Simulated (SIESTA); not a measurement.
## CaMn2Bi2 under changes of volume

One of the cells (29.225 Å³/atom); the others are scaled copies at fixed shape and fractional positions:

```
Bi Mn Ca
1.0
     4.65702    0.00000    0.00000
    -2.32851    4.03310    0.00000
     0.00000    0.00000    7.77998
Bi Mn Ca
2 2 1
Direct
  0.33333 0.66667 0.75119
  0.66667 0.33333 0.24881
  0.33333 0.66667 0.37927
  0.66667 0.33333 0.62074
  0.00000 0.00000 0.00000
```

The cell is a database's computed one.

| Quantity | Value |
| --- | --- |
| Program | SIESTA 5.4.2 |
| Functional | PBE |
| Potentials or basis | PseudoDojo 0.4 standard (PBE files) |
| Basis | DZP (energy shift 0.003 Ry; two zetas on semicore shells; d shell added on Ca) |
| Grid cutoff | 800 Ry |
| Energy shift | 0.003 Ry |
| k mesh | 7 × 7 × 4 |
| Occupations | fermi-dirac, width 0.05 eV |
| Spin | collinear spin, ferromagnetic start |
| Starting moments | [0.0, 0.0, 4.0, 4.0, 0.0] μB |

| volume (Å³/atom) | energy over the lowest point (meV/atom) | pressure (GPa) | moment (μB per cell) | largest force (eV/Å) |
| --- | --- | --- | --- | --- |
| 26.933 | 12.28 | 2.7 | 8.96 | 0.230 |
| 27.506 | ? | ? | ? | ? |
| 28.079 | 0.00 | 0.8 | 9.14 | 0.099 |
| 29.225 | 0.40 | -0.8 | 9.32 | 0.033 |
| 29.798 | 4.38 | -1.5 | 9.40 | 0.059 |
| 30.371 | 10.73 | -2.1 | 9.47 | 0.108 |

Question: What does the run at 27.506 Å³/atom give?

Answer: Energy over the lowest point 4.37 meV/atom; pressure 1.7 GPa; moment 9.05 μB per cell; largest force 0.165 eV/Å.

Worked out: A Birch-Murnaghan fit of order 3 (a polynomial in V^(-2/3)) to the other rows has its minimum at 28.61 Å³/atom with B0 = V·E''(V) = 39 GPa and B' = 4.8 at fixed shape and positions, which overstates the stiffness. It gives 4.38 meV/atom at 27.506 Å³/atom, against the run's 4.37, and -dE/dV = 1.7 GPa, against 1.7. A parabola through the other rows of the moment, of slope 0.163 μB per Å³/atom there, gives 9.05 μB, against the run's 9.05.

Energies are extrapolated to zero smearing.

Caveats: short orbitals over semicore shells can move pressures by several GPa; the basis of atomic orbitals isn't converged, which shifts pressures, moduli and gaps.
